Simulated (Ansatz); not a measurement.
# GaF (F-43m) in Ansatz: a series of runs

Runs on GaF. Level: PBE. Tasks: single point, equation of state.

Program: Ansatz 0.2.0. These are calculated values, not measurements. Logs are shortened: lines on timing, memory, paths and dates and some standing lists are left out, and cuts for length are marked.

## 1. The crystal as given

The structure is cubic, space group F-43m (No. 216). Conventional cell: a = 5.692 Å, b = 5.692 Å, c = 5.692 Å, α = 90.00°, β = 90.00°, γ = 90.00°. Around Ga (site symmetry -43m) lie 4 F at 2.46 Å. F (site symmetry -43m) is surrounded by 4 Ga at 2.46 Å.

The cell was built by a generator and needn't be a form met in nature.

## 2. Single point, PBE, 21.67 Å³/atom (volume scaled by 0.94)

File input.yaml:

```yaml
crystal:
  lattice:
    - [0.0, 2.7881371661, 2.7881371661]
    - [2.7881371661, 0.0, 2.7881371661]
    - [2.7881371661, 2.7881371661, 0.0]
  atoms:
    - { symbol: Ga, position: [0.25, 0.25, 0.25] }
    - { symbol: F, position: [0.0, 0.0, 0.0] }
hamiltonian:
  xc: pbe
  pseudopotentials: { kind: nc, accuracy: standard }
kpoints:
  mp_grid: { grid: [8, 8, 8] }
scf:
  occupations: { method: fermi_dirac, width: 0.05 }
output:
  forces: true
  stress: true
  eigenvalues: true
```

Potentials or basis: PseudoDojo standard (PBE files).

The run is started by

```
> ansatz run input.yaml --threads 2 --pin off --max-ram 5632MiB --backend cpu --events-out ev --progress --plain --runs-dir out
```

The log of the run:

```text
Warning: RAYON_NUM_THREADS=2 ignored (pool sized by the plan → 2); use --threads N
Engine: ansatz 0.2.0, x86_64-unknown-linux-gnu
Pseudopotentials: kind: nc
Pseudopotential: Ga, nc, valence charge 13, recommended cutoff 1088.45545 eV (normal), Ga.nc.azcp (PseudoDojo's, or run here from an input of PseudoDojo's; its table is named by hamiltonian.pseudopotentials.accuracy)
Pseudopotential: F, nc, valence charge 7, recommended cutoff 1142.878222 eV (normal), F.nc.azcp (PseudoDojo's, or run here from an input of PseudoDojo's; its table is named by hamiltonian.pseudopotentials.accuracy)
Functional definition: PBE
  parameter kappa = 0.804
  parameter beta = 0.06672455060314922
  exchange = pbe_x(kappa = kappa, mu = beta*pi^2/3)
  correlation = pbe_c(beta = beta)
Crystal: 2 atoms, lattice volume = 43.348 Å³
Basis set: ecut = 1142.878222 eV, 3839 PW (Γ), exchange–correlation on 90×90×90 points (8 copies of the dense FFT grid, shifted against one another)
Bands: 14, of which v1, the nominal top of the filled ones, is band 10 counted from 1 (9 counted from 0)
Symmetry: 24 space group operations
Space group: F-43m (ITA 216), of the structure as read, at distance tolerance 3.5e-5 Å
k-points: 29 of 512 (time reversal used)
Non-local potential: Ga, projectors of the file, l = 0: 2, l = 1: 2, l = 2: 2
Non-local potential: F, projectors of the file, l = 0: 2, l = 1: 2, l = 2: 1
Initial density: superposition of atomic densities (chi_scale 0.1, normalization cell, long waves kept (reshape's long-wave potential 0.03 eV rms))
Initial wavefunctions: pseudopotential atomic-orbital guess
Functional: x = pbe(κ = 0.804, μ = 0.2195149727645171), c = pbe(β = 0.06672455060314922)
SCF iter   1: F=—  HF=-2755.916111 eV  |F-HF|=—  |Δ(HF+E_count)|=         —  Δρ=2.01e-1  dr2=1.57e1  ethr=3.10e-3  ⟨swp⟩=6.0  Hψ=2543  notcnv=0
preconditioner: auto → none  [insulator: Δε(μ)=0.520 eV  Ē_g=17.812 eV  σ=0.050 eV  W_gap=0.64  n_scr=14 (ndim 8)  ℏωp=25.2 eV  f_vac=0.069  D(μ)=0.18/eV (n_scr^D=0)  ε∞_Penn≈3.0]
SCF iter   2: F=—  HF=-2755.292896 eV  |F-HF|=—  |Δ(HF+E_count)|=   6.23e-1  Δρ=1.76e-1  dr2=9.38e0  ethr=3.10e-3  ⟨swp⟩=4.3  Hψ=1636  notcnv=0
SCF iter   3: F=—  HF=-2752.426094 eV  |F-HF|=—  |Δ(HF+E_count)|=    2.87e0  Δρ=3.30e-2  dr2=4.39e-1  ethr=3.10e-3  ⟨swp⟩=3.0  Hψ=1156  notcnv=0
SCF iter   4: F=—  HF=-2752.329913 eV  |F-HF|=—  |Δ(HF+E_count)|=   9.62e-2  Δρ=2.04e-2  dr2=1.35e-1  ethr=2.20e-3  ⟨swp⟩=2.0  Hψ=1044  notcnv=0
SCF iter   5: F=—  HF=-2752.297892 eV  |F-HF|=—  |Δ(HF+E_count)|=   3.20e-2  Δρ=3.54e-3  dr2=3.60e-3  ethr=6.77e-4  ⟨swp⟩=2.0  Hψ=715  notcnv=0
SCF iter   6: F=—  HF=-2752.297000 eV  |F-HF|=—  |Δ(HF+E_count)|=   8.93e-4  Δρ=8.83e-4  dr2=1.85e-4  ethr=1.80e-5  ⟨swp⟩=2.1  Hψ=512  notcnv=0
SCF iter   7: F=—  HF=-2752.296970 eV  |F-HF|=—  |Δ(HF+E_count)|=   3.02e-5  Δρ=1.62e-4  dr2=1.03e-5  ethr=9.27e-7  ⟨swp⟩=2.0  Hψ=696  notcnv=0
SCF iter   8: F=—  HF=-2752.297031 eV  |F-HF|=—  |Δ(HF+E_count)|=   6.12e-5  Δρ=3.58e-5  dr2=5.87e-7  ethr=5.17e-8  ⟨swp⟩=2.1  Hψ=498  notcnv=0
SCF iter   9: F=-2752.297031 eV  HF=-2752.297031 eV  |F-HF|=6.89e-8  |Δ(HF+E_count)|=   1.20e-7  Δρ=1.44e-5  dr2=7.93e-8  ethr=5.00e-10  ⟨swp⟩=6.8  Hψ=2018  notcnv=0
SCF 1 converged in 9 iterations: F = -2752.297031 eV  dr2 = 7.93e-8
SCF converged after 9 iterations
Free energy (F): -2752.297031 eV
Harris-Foulkes:  -2752.297031 eV  (|F-HF|=6.89e-8)
Internal energy: -2752.297031 eV  (E = F + TS)
E sigma→0 (E₀):  -2752.297031 eV
Fermi energy:    4.478551 eV
--- Per-component energies (eV) ---
  E_band       = -140.690201
  E_kinetic    = 2141.420103
  E_local      = -2535.721629  (includes V_loc(G=0)·N_el)
  E_nonlocal   = -1107.848871
  E_hartree    = 947.114956
  E_xc         = -718.307565
  E_vxc        = -532.762180  (∫ρ·V_xc dr)
  E_ewald      = -1478.954024
  E_smearing   = -0.000000  (= −TS)
  E_closure    = 0.000000  (closes the sum)
  Σ components = -2752.297031   (vs F -2752.297031, Δ=0.00e0)
--- Forces (eV/Å), atoms counted from 1 ---
  atom   1  Ga     0.00000000    -0.00000000    -0.00000000
  atom   2  F     -0.00000000     0.00000000    -0.00000000
  max |Σ_I F_I| component: 9.25e-16 eV/Å
--- Stress (GPa, compression-positive) ---
        1.811352       0.000000      -0.000000
       -0.000000       1.811352       0.000000
       -0.000000       0.000000       1.811352
  P = ⅓ Tr σ = 1.8114 GPa (18.114 kbar)
--- Band table (eV; the first three rows and the last of 29) ---
  k-point 0: bands = ["-18.8142", "-10.1998", "-10.1998", "-10.1998", "-10.1723", "-10.1723", "-0.7598", "-0.2686", "-0.2686", "-0.2686", "10.0093", "10.0093", "10.0093", "13.6266"]
  k-point 1: bands = ["-18.8064", "-10.1973", "-10.1973", "-10.1928", "-10.1722", "-10.1722", "-1.2509", "-0.2926", "-0.2926", "0.3458", "9.0789", "10.0127", "10.0127", "14.4384"]
  k-point 2: bands = ["-18.7875", "-10.1930", "-10.1930", "-10.1748", "-10.1701", "-10.1701", "-1.7650", "-0.3494", "-0.3494", "1.1939", "7.6141", "9.9967", "9.9967", "14.5345"]
  k-point 28: bands = ["-18.7439", "-10.1843", "-10.1809", "-10.1683", "-10.1614", "-10.1315", "-1.9980", "-0.8952", "-0.7968", "3.4138", "6.5804", "7.7492", "8.8129", "13.2583"]
```

Wall time 3.7 s (2 threads of Intel Xeon Platinum 8259CL at 2.50GHz (Skylake/Cascade Lake), shared host); peak memory 0.45 GiB.

What came out:

* Free energy: -2752.2970 eV
* Pressure: 1.8 GPa
* Band gap on the k mesh: 2.03 eV, indirect (least direct gap 2.03 eV)

## 3. Single point, PBE, 22.14 Å³/atom (volume scaled by 0.96)

input.yaml: that of step 2 with these lines changed.

```diff
@@ -2,5 +2,5 @@
   lattice:
-    - [0.0, 2.7881371661, 2.7881371661]
-    - [2.7881371661, 0.0, 2.7881371661]
-    - [2.7881371661, 2.7881371661, 0.0]
+    - [0.0, 2.8077725818, 2.8077725818]
+    - [2.8077725818, 0.0, 2.8077725818]
+    - [2.8077725818, 2.8077725818, 0.0]
   atoms:
```

Potentials or basis: PseudoDojo standard (PBE files).

The run is started by

```
> ansatz run input.yaml --threads 2 --pin off --max-ram 5632MiB --backend cpu --events-out ev --progress --plain --runs-dir out
```

Wall time 4.3 s (2 threads of Intel Xeon Platinum 8259CL at 2.50GHz (Skylake/Cascade Lake), shared host); peak memory 0.45 GiB.

The run converged. Its results:

```yaml
Free_energy: -2752.3055 eV
Pressure: 1.1 GPa
Band_gap_on_the_k_mesh: 2.12 eV, indirect (least direct gap 2.12 eV)
```

## 4. Single point, PBE, 22.60 Å³/atom (volume scaled by 0.98)

input.yaml: that of step 3 with these lines changed.

```diff
@@ -2,5 +2,5 @@
   lattice:
-    - [0.0, 2.8077725818, 2.8077725818]
-    - [2.8077725818, 0.0, 2.8077725818]
-    - [2.8077725818, 2.8077725818, 0.0]
+    - [0.0, 2.8271371425, 2.8271371425]
+    - [2.8271371425, 0.0, 2.8271371425]
+    - [2.8271371425, 2.8271371425, 0.0]
   atoms:
@@ -19 +19,5 @@
   eigenvalues: true
+  write_density: true
+  write_potential: true
+  elf: true
+  volumetric_format: npy
```

The run is started by

```
> ansatz run input.yaml --threads 2 --pin off --max-ram 5632MiB --backend cpu --events-out ev --progress --plain --runs-dir out
```

Run time: 5.3 s. Hardware: 2 threads of Intel Xeon Platinum 8259CL at 2.50GHz (Skylake/Cascade Lake), shared host; peak memory 0.47 GiB.

Results (log left out):

| Quantity | Value |
| --- | --- |
| Free energy | -2752.3102 eV |
| Pressure | 0.5 GPa |
| Band gap on the k mesh | 2.20 eV, indirect (least direct gap 2.21 eV) |

## 5. Single point, PBE, 23.06 Å³/atom

File input.yaml:

```yaml
crystal:
  lattice:
    - [0.0, 2.84624, 2.84624]
    - [2.84624, 0.0, 2.84624]
    - [2.84624, 2.84624, 0.0]
  atoms:
    - { symbol: Ga, position: [0.25, 0.25, 0.25] }
    - { symbol: F, position: [0.0, 0.0, 0.0] }
hamiltonian:
  xc: pbe
  pseudopotentials: { kind: nc, accuracy: standard }
kpoints:
  mp_grid: { grid: [8, 8, 8] }
scf:
  occupations: { method: fermi_dirac, width: 0.05 }
output:
  forces: true
  stress: true
  eigenvalues: true
```

The run is started by

```
> ansatz run input.yaml --threads 2 --pin off --max-ram 5632MiB --backend cpu --events-out ev --progress --plain --runs-dir out
```

Wall time 4 s (2 threads of Intel Xeon Platinum 8259CL at 2.50GHz (Skylake/Cascade Lake), shared host); peak memory 0.46 GiB.

The run converged. Its results:

```
Free energy            : -2752.3116 eV
Pressure               : 0.0 GPa
Band gap on the k mesh : 2.28 eV, indirect (least direct gap 2.29 eV)
```

## 6. Single point, PBE, 23.52 Å³/atom (volume scaled by 1.02)

input.yaml: that of step 5 with these lines changed.

```diff
@@ -2,5 +2,5 @@
   lattice:
-    - [0.0, 2.84624, 2.84624]
-    - [2.84624, 0.0, 2.84624]
-    - [2.84624, 2.84624, 0.0]
+    - [0.0, 2.8650898209, 2.8650898209]
+    - [2.8650898209, 0.0, 2.8650898209]
+    - [2.8650898209, 2.8650898209, 0.0]
   atoms:
```

Potentials or basis: PseudoDojo standard (PBE files).

The run is started by

```
> ansatz run input.yaml --threads 2 --pin off --max-ram 5632MiB --backend cpu --events-out ev --progress --plain --runs-dir out
```

Wall time 4.7 s (2 threads of Intel Xeon Platinum 8259CL at 2.50GHz (Skylake/Cascade Lake), shared host); peak memory 0.47 GiB.

The run converged. Its results:

| Quantity | Value |
| --- | --- |
| Free energy | -2752.3099 eV |
| Pressure | -0.5 GPa |
| Band gap on the k mesh | 2.36 eV, indirect (least direct gap 2.37 eV) |

## 7. Single point, PBE, 23.98 Å³/atom (volume scaled by 1.04)

input.yaml: that of step 6 with these lines changed.

```diff
@@ -2,5 +2,5 @@
   lattice:
-    - [0.0, 2.8650898209, 2.8650898209]
-    - [2.8650898209, 0.0, 2.8650898209]
-    - [2.8650898209, 2.8650898209, 0.0]
+    - [0.0, 2.8836948215, 2.8836948215]
+    - [2.8836948215, 0.0, 2.8836948215]
+    - [2.8836948215, 2.8836948215, 0.0]
   atoms:
```

The run is started by

```
> ansatz run input.yaml --threads 2 --pin off --max-ram 5632MiB --backend cpu --events-out ev --progress --plain --runs-dir out
```

Wall time 4.6 s (2 threads of Intel Xeon Platinum 8259CL at 2.50GHz (Skylake/Cascade Lake), shared host); peak memory 0.44 GiB.

The run converged. Its results:

```
Free energy            : -2752.3056 eV
Pressure               : -1.0 GPa
Band gap on the k mesh : 2.43 eV, indirect (least direct gap 2.45 eV)
```

## 8. Single point, PBE, 24.44 Å³/atom (volume scaled by 1.06)

input.yaml: that of step 7 with these lines changed.

```diff
@@ -2,5 +2,5 @@
   lattice:
-    - [0.0, 2.8836948215, 2.8836948215]
-    - [2.8836948215, 0.0, 2.8836948215]
-    - [2.8836948215, 2.8836948215, 0.0]
+    - [0.0, 2.9020627997, 2.9020627997]
+    - [2.9020627997, 0.0, 2.9020627997]
+    - [2.9020627997, 2.9020627997, 0.0]
   atoms:
@@ -19 +19,5 @@
   eigenvalues: true
+  write_density: true
+  write_potential: true
+  elf: true
+  volumetric_format: npy
```

The run is started by

```
> ansatz run input.yaml --threads 2 --pin off --max-ram 5632MiB --backend cpu --events-out ev --progress --plain --runs-dir out
```

It took 7.7 s on 2 threads of Intel Xeon Platinum 8259CL at 2.50GHz (Skylake/Cascade Lake), shared host; peak memory 0.44 GiB.

Results (log left out):

| Property | Result |
| --- | --- |
| Free energy | -2752.2989 eV |
| Pressure | -1.4 GPa |
| Band gap on the k mesh | 2.50 eV, indirect (least direct gap 2.52 eV) |

## 9. Equation of state, PBE

Potentials or basis: PseudoDojo standard.

This step only gathers the single runs of the series.

Results:

| Item | Value |
| --- | --- |
| Equilibrium volume | 23.03 Å³/atom |
| Bulk modulus | 26 GPa |
| Pressure derivative of the bulk modulus | 4.3 |

Energy against volume, from the lowest point:
| volume (Å³/atom) | energy (meV/atom) |
| --- | --- |
| 21.674 | 7.27 |
| 22.135 | 3.05 |
| 22.596 | 0.69 |
| 23.058 | 0.00 |
| 23.519 | 0.81 |
| 23.980 | 2.97 |
| 24.441 | 6.34 |
